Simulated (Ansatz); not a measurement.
Predict the output of the script below (the Python package of Ansatz (0.2.0)).

Contents of `libh4.extxyz`:
```text
6
Lattice="0.0 2.855319 2.855319 2.855319 0.0 2.855319 2.855319 2.855319 0.0" Properties=species:S:1:pos:R:3 pbc="T T T"
Li    0.00000000    0.00000000    0.00000000
B     2.85531900    2.85531900    2.85531900
H     2.15169228    2.15169228    2.15169228
H     2.15169228    3.55894575    3.55894575
H     3.55894575    3.55894575    2.15169228
H     3.55894575    2.15169228    3.55894575
```

`libh4.py`
```python
# -*- coding: utf-8 -*-
"""From the given cell of LiBH4 to a relaxed cell, its gap and its density of states."""

import ansatz as az
import numpy as np


def count_gap(report):
    # lowest empty less highest filled band, counting bands; zero where they overlap
    return max(report.get("gap_by_band_count_ev") or 0.0, 0.0)


def configured(crystal, spacing):
    return (
        crystal.calculation()
        .functional("lda")
        .occupations("fixed")
        .scf(tolerance=1e-07, extra_bands=12)
        .kpoints(spacing=spacing)
    )

structure = az.Crystal.from_extxyz("libh4.extxyz")

relaxed = configured(structure, 0.45).relax(cell=True, force_tolerance=0.01, max_steps=40).checkpoint(write="relax.run", compress=False).run()
cell = np.asarray(relaxed.lattice.cell_ang)
print("relaxed edges (A):", np.linalg.norm(cell, axis=1).round(4), " volume:", round(abs(np.linalg.det(cell)), 3), "A^3")
for site in relaxed.lattice.sites:
    print(" ", site.symbol, np.round(site.position_frac, 4) + 0.0)

final = az.Crystal.from_checkpoint("relax.run")
done = configured(final, 0.34).functional("r2scan").stress().band_table().density_of_states(energy_step=0.05).run()
summary = done.report
dos = done.density_of_states()
print(f"pressure at the relaxed cell {np.trace(summary['stress_gpa']) / 3:.3f} GPa, gap by band count {count_gap(summary):.3f} eV")
if count_gap(summary) == 0:
    print("states/eV at the Fermi level:", round(float(np.interp(dos.fermi_ev, dos.energies_ev, dos.spin_summed_g_bin_mean_per_ev)), 3))
```

Output of `python libh4.py`:
```text
DeckWarning: basis.ecutwfc = 420 eV, auto-derived from the records' recommended cutoffs: set by Li (normal level)
DeckWarning: relax.cell: scf.convergence.dr2_threshold = 1e-7 eV (the SCF's general default) is looser than the 6e-10 eV advised for a relaxation that steers and ends on the stress (1e-10 eV for each atom of the cell: 6). What an SCF threshold leaves in a stress goes as its square root, and in the free energy as the threshold itself, and one threshold admits the most on a small cell: of the crystals measured, under no hybrid functional and no lock of the moments, on runs that ended without the [...]
relaxed edges (A): [3.9168 3.9168 3.9168]  volume: 42.489 A^3
  Li [0. 0. 0.]
  B [0.5 0.5 0.5]
  H [0.3731 0.3731 0.3731]
  H [0.8807 0.3731 0.3731]
  H [0.3731 0.3731 0.8807]
  H [0.3731 0.8807 0.3731]
DeckWarning: crystal.checkpoint: the structure is that of relax.run, a `relax` run, at its step 7: its result, under lda at a charge of 0 e; 6 atoms read, 0 with a starting moment [...]
DeckWarning: basis.ecutwfc = 500 eV, auto-derived from the records' recommended cutoffs: set by Li (their level for a meta-GGA)
DeckWarning: output.stress: scf.convergence.dr2_threshold = 1e-7 eV (the SCF's general default) is looser than the 6e-10 eV advised for a printed stress (1e-10 eV for each atom of the cell: 6). What an SCF threshold leaves in a stress goes as its square root, and in the free energy as the threshold itself, and one threshold admits the most on a small cell: of the crystals measured, under no hybrid functional and no lock of the moments, on runs that ended without the residual-converged pass, on [...]
pressure at the relaxed cell 1.280 GPa, gap by band count 6.438 eV
```
(Warnings from the package without file and line, shortened.)

The settings weren't tested for convergence. Along an axis with an odd division the mesh misses the point at one half; a gap read on a finite mesh is an upper bound on this functional's gap. Semilocal gaps usually lie well under measured ones. The crystal has a gap of about 5.80 eV on the mesh; bins of finite width blur the band edges. The structure comes from a database of computed cells and needn't be a stable or known phase. Gaps and levels are Kohn-Sham values on a finite set of k-points. Where the second run takes another functional or mesh than the relaxation, its pressure isn't zero; pressure is positive in compression. The density of states is complete only as far up as bands were computed. Run time: 8.3 s on 1 thread of Arm Neoverse V1, on a shared host, peak memory 0.48 GiB.
